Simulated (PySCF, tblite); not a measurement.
# C2H13N3OSi3: geometry, infrared bands and NMR shifts

Aim: predict the infrared bands and NMR shifts of C2H13N3OSi3 (`O[Si@H]1NCC[SiH2]N[SiH2]N1`).

The runs use tblite 0.8.0 and PySCF 2.14.0, with density-fitted response routines of our own; the level of theory stands in each step. All values are computed, except where a source is named. Atoms count from 0, in the outputs and in this text.

## (1) The starting structure

22 atoms, charge 0, multiplicity 1; geometry from: force field or distance geometry start.

Bonds of the start (Å): O0–Si1 1.68, Si1–N2 1.79, N2–C3 1.43, C3–C4 1.49, C4–Si5 1.85, Si5–N6 1.80, N6–Si7 1.78, Si7–N8 1.78, N8–Si1 1.78, O0–H9 0.98, Si1–H10 1.48, N2–H11 1.02, C3–H12 1.10, C3–H13 1.13, C4–H14 1.13, C4–H15 1.12, Si5–H16 1.47, Si5–H17 1.47, N6–H18 1.04, Si7–H19 1.46, Si7–H20 1.48, N8–H21 1.04.

## (2) Optimising the geometry with GFN2-xTB

Job settings and geometry (Å):

```
{"job": {"kind": "relax", "xc": "GFN2-xTB", "basis": "xTB"}, "charge": 0, "multiplicity": 1}
O     -2.816900     1.775000    -0.230100
Si    -1.235700     1.452100     0.239400
N     -1.047500     0.048100     1.326600
C     -1.282100    -1.213200     0.691400
C     -0.253800    -1.611800    -0.313900
Si     1.492700    -1.447800     0.276400
N      2.385800    -0.142100    -0.579500
Si     1.551800     1.421200    -0.431800
N     -0.089800     1.238800    -1.102700
H     -3.215100     1.131800    -0.856500
H     -0.766800     2.628500     1.006600
H     -0.141300     0.114300     1.798100
H     -2.297900    -1.299700     0.267600
H     -1.223600    -1.988900     1.510500
H     -0.405100    -1.102100    -1.308600
H     -0.413000    -2.697900    -0.516700
H      2.227500    -2.693000    -0.009500
H      1.532000    -1.283000     1.741000
H      2.559700    -0.391200    -1.572200
H      2.302900     2.510400    -1.043600
H      1.416800     1.711000     1.014300
H     -0.291200     1.858900    -1.908000
```

On the command line:

```
$ OMP_NUM_THREADS=1 python probes_run.py task.json out
```

One launch serves the whole session: the jobs run in the order shown.

**Question.** This job is followed by: GFN2-xTB harmonic vibrations, gas phase; GIAO PBE0/pcSseg-1 NMR shielding, non-relativistic, gas phase. Predict these results of the whole session: strongest single infrared mode (GFN2-xTB); zero-point energy (GFN2-xTB); ¹³C shifts against TMS (PBE0/pcSseg-1); ¹H shifts against TMS (PBE0/pcSseg-1); ¹⁷O shifts against H2O (PBE0/pcSseg-1); ²⁹Si shifts against TMS (PBE0/pcSseg-1); ¹⁵N shifts against NH3 (PBE0/pcSseg-1); surface potential, 1st and 99th percentile.

The runs gave:

| quantity | value |
| --- | --- |
| strongest single infrared mode (GFN2-xTB) | 2259 cm⁻¹, 410 km/mol |
| zero-point energy (GFN2-xTB) | 99.8 kcal/mol |
| ¹³C shifts against TMS (PBE0/pcSseg-1) | 41.6, 23.2 ppm |
| ¹H shifts against TMS (PBE0/pcSseg-1) | 5.41, 5.11, 5.02, 5.02, 4.89, 3.56, 2.88, 2.07, 1.55, 1.26, 1.21, 0.94, -0.57 ppm |
| ¹⁷O shifts against H2O (PBE0/pcSseg-1) | 29.3 ppm |
| ²⁹Si shifts against TMS (PBE0/pcSseg-1) | -33.3, -35.9, -41.3 ppm |
| ¹⁵N shifts against NH3 (PBE0/pcSseg-1) | 61.1, 46.9, 28.3 ppm |
| surface potential, 1st and 99th percentile | -1.17 V and 1.99 V |

Over 171 steps the energy fell by 1.222 eV; of the close pairs, Si5–N6 changed most, 1.799 to 1.733 Å. All 60 modes are real, so the xTB geometry is a minimum. The strongest single mode, at 2259 cm⁻¹, moves mainly H10. Unscaled tight-binding wavenumbers are off by several per cent, some by more. Its intensities can rank the bands wrongly. C3 (sp3 CH2 bonded to N) lies farthest downfield among carbon, at 41.6 ppm; pulled downfield by the heteroatom. At PBE0/pcSseg-1: Shielding is most anisotropic at Si5 (span 95 ppm, paramagnetic term -498 ppm).
